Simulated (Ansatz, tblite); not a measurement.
**C₁₉H₃₀O₂S: rung by rung**

One table from this session's results is given with a row withheld; the runs are named, their logs left out.

Computed with Ansatz 0.2.0, Gaussian basis. Level: as each input shows.

Levels to be run: GFN1-xTB, GFN2-xTB, PBE-D4/def2-TZVP, r2SCAN-D4/def2-TZVP, B2PLYP/def2-TZVP, ωB97M-V/def2-TZVP, r2SCAN0-D4/def2-TZVP, PBE-D4/def2-SVP, PBE0-D4/def2-SVP, HF/STO-3G, MP2/def2-SVP, RPA/def2-SVP.

### The relaxed structure

The geometry is that of the singlet, from an earlier relaxation (PBE-D4/def2-SVP).

SMILES `CC(=O)SCCCCCCCCCCCOc1ccccc1`, 52 atoms, charge 0, spin multiplicity 1.

Bond lengths: C1–C2 1.514 Å, C1–H23 1.110 Å, C1–H24 1.110 Å, C1–H25 1.107 Å, C2–O3 1.218 Å, C2–S4 1.803 Å, S4–C5 1.826 Å, C5–C6 1.531 Å, C5–H26 1.110 Å, C5–H27 1.109 Å, C6–C7 1.536 Å, C6–H28 1.111 Å, C6–H29 1.111 Å, C7–C8 1.533 Å, C7–H30 1.114 Å, C7–H31 1.112 Å, C8–C9 1.532 Å, C8–H32 1.111 Å and more. Angles: C2–C1–H23 108.8°, C2–C1–H24 108.8°, C2–C1–H25 112.8°, H23–C1–H24 107.2°, H23–C1–H25 109.4°, H24–C1–H25 109.7°, C1–C2–O3 124.0°, C1–C2–S4 112.7°, O3–C2–S4 123.3°, C2–S4–C5 98.9°, S4–C5–C6 113.3°, S4–C5–H26 106.1°, S4–C5–H27 105.4°, C6–C5–H26 111.7°, C6–C5–H27 111.2°, H26–C5–H27 108.7°, C5–C6–C7 113.3°, C5–C6–H28 109.1° and more.

PBE0-D4/def2-TZVP was run before; its log isn't repeated, and its numbers join the tables.

Set-up of the first run:

Tight binding, by tblite at 300 K electronic temperature and without a spin-polarisation term:

```python
tblite.interface.Calculator('GFN1-xTB', numbers, positions, charge=0, uhf=0).singlepoint()
```

Tight binding, by tblite at 300 K electronic temperature and without a spin-polarisation term:

```python
tblite.interface.Calculator('GFN2-xTB', numbers, positions, charge=0, uhf=0).singlepoint()
```

start.molden holds the orbitals of an earlier run on this state, given as this run's starting guess.

Input file in.yaml:

```yaml
crystal:
  periodic: [false, false, false]
  atoms:
    - {symbol: C, position_ang: [8.497090, -0.635265, -1.130421]}
    - {symbol: C, position_ang: [7.051861, -0.548739, -0.688703]}
    - {symbol: O, position_ang: [6.422128, 0.490858, -0.616679]}
    - {symbol: S, position_ang: [6.349723, -2.160156, -0.285615]}
    - {symbol: C, position_ang: [4.682707, -1.621783, 0.229852]}
    - {symbol: C, position_ang: [4.596188, -1.256323, 1.713800]}
    - {symbol: C, position_ang: [3.196224, -0.795479, 2.145221]}
    - {symbol: C, position_ang: [2.735787, 0.523996, 1.515950]}
    - {symbol: C, position_ang: [1.357432, 0.979234, 2.004524]}
    - {symbol: C, position_ang: [0.895406, 2.334189, 1.448402]}
    - {symbol: C, position_ang: [0.813026, 2.426230, -0.085423]}
    - {symbol: C, position_ang: [-0.047958, 1.353654, -0.767445]}
    - {symbol: C, position_ang: [-1.516880, 1.337898, -0.332352]}
    - {symbol: C, position_ang: [-2.352206, 0.294647, -1.077708]}
    - {symbol: C, position_ang: [-3.810086, 0.283439, -0.645291]}
    - {symbol: O, position_ang: [-4.488277, -0.717365, -1.394303]}
    - {symbol: C, position_ang: [-5.822610, -0.899547, -1.194574]}
    - {symbol: C, position_ang: [-6.599205, -0.168754, -0.271162]}
    - {symbol: C, position_ang: [-7.972637, -0.442830, -0.151194]}
    - {symbol: C, position_ang: [-8.583018, -1.431582, -0.934054]}
    - {symbol: C, position_ang: [-7.801953, -2.157103, -1.852625]}
    - {symbol: C, position_ang: [-6.435183, -1.897363, -1.985026]}
    - {symbol: H, position_ang: [9.119511, -0.034174, -0.435348]}
    - {symbol: H, position_ang: [8.592650, -0.176256, -2.136016]}
    - {symbol: H, position_ang: [8.875187, -1.675029, -1.157366]}
    - {symbol: H, position_ang: [3.996648, -2.454778, -0.028876]}
    - {symbol: H, position_ang: [4.442508, -0.750638, -0.413373]}
    - {symbol: H, position_ang: [4.906888, -2.132100, 2.322107]}
    - {symbol: H, position_ang: [5.332883, -0.450612, 1.921961]}
    - {symbol: H, position_ang: [2.454198, -1.594085, 1.913560]}
    - {symbol: H, position_ang: [3.184128, -0.691360, 3.252682]}
    - {symbol: H, position_ang: [2.722068, 0.424787, 0.409071]}
    - {symbol: H, position_ang: [3.488825, 1.315677, 1.731587]}
    - {symbol: H, position_ang: [0.607376, 0.193453, 1.758758]}
    - {symbol: H, position_ang: [1.366860, 1.034705, 3.115736]}
    - {symbol: H, position_ang: [-0.094186, 2.581954, 1.890586]}
    - {symbol: H, position_ang: [1.586223, 3.127798, 1.809391]}
    - {symbol: H, position_ang: [0.421977, 3.431609, -0.357427]}
    - {symbol: H, position_ang: [1.837424, 2.383123, -0.514151]}
    - {symbol: H, position_ang: [0.392094, 0.346198, -0.592286]}
    - {symbol: H, position_ang: [-0.001555, 1.505042, -1.868305]}
    - {symbol: H, position_ang: [-1.584730, 1.146483, 0.761758]}
    - {symbol: H, position_ang: [-1.955824, 2.350047, -0.487649]}
    - {symbol: H, position_ang: [-1.927942, -0.720375, -0.918055]}
    - {symbol: H, position_ang: [-2.309611, 0.478208, -2.173197]}
    - {symbol: H, position_ang: [-3.893946, 0.071566, 0.447774]}
    - {symbol: H, position_ang: [-4.278882, 1.281210, -0.821131]}
    - {symbol: H, position_ang: [-6.146025, 0.610903, 0.355503]}
    - {symbol: H, position_ang: [-8.570089, 0.133094, 0.572658]}
    - {symbol: H, position_ang: [-9.658675, -1.637742, -0.832206]}
    - {symbol: H, position_ang: [-8.265758, -2.937617, -2.475549]}
    - {symbol: H, position_ang: [-5.807774, -2.452937, -2.697323]}
basis:
  gaussian: {orbitals: def2-TZVP, fitting: {mean_field: def2-universal-jkfit}, initial_orbitals: start.molden}
hamiltonian: {xc: pbe, dispersion: d4}
scf: {omitted_lower_state_checks: [starts]}
output: {orbitals: {seedname: orbitals}}
```

The run is started by

```bash
$ ansatz run in.yaml --threads 2 --pin off --events-out ev --progress --plain --max-ram 31744MiB --backend cuda --devices 0, --max-vram 18GiB
```

Among the steps run: PBE-D4/def2-TZVP; r2SCAN-D4/def2-TZVP; B2PLYP/def2-TZVP; ωB97M-V/def2-TZVP; r2SCAN0-D4/def2-TZVP; PBE-D4/def2-SVP; PBE0-D4/def2-SVP; HF/STO-3G; MP2/def2-SVP; RPA/def2-SVP.

One of the session's tables, all rows but one given; the rest of the session is left out.

It belongs to the step «Binding energy». 

```
               level  binding an atom (eV)
           HF/STO-3G                 3.968
         HF/def2-SVP                 3.348
     PBE-D4/def2-SVP                 4.622
    PBE-D4/def2-TZVP                 4.565
 r2SCAN-D4/def2-TZVP                 4.459
    PBE0-D4/def2-SVP                 4.546
   PBE0-D4/def2-TZVP                 4.487
r2SCAN0-D4/def2-TZVP                 4.399
   ωB97M-V/def2-TZVP                     ?
        MP2/def2-SVP                 4.335
```

Q: Estimate the row for ωB97M-V/def2-TZVP from the others.

**Answer.** binding an atom (eV): 4.446. In the column «binding an atom (eV)» it lies between r2SCAN0-D4/def2-TZVP (4.399) and r2SCAN-D4/def2-TZVP (4.459).

Limits of these values: Free atoms were run apart at each level; binding is atoms less cluster, divided by the number of atoms, without zero-point or spin-orbit terms.
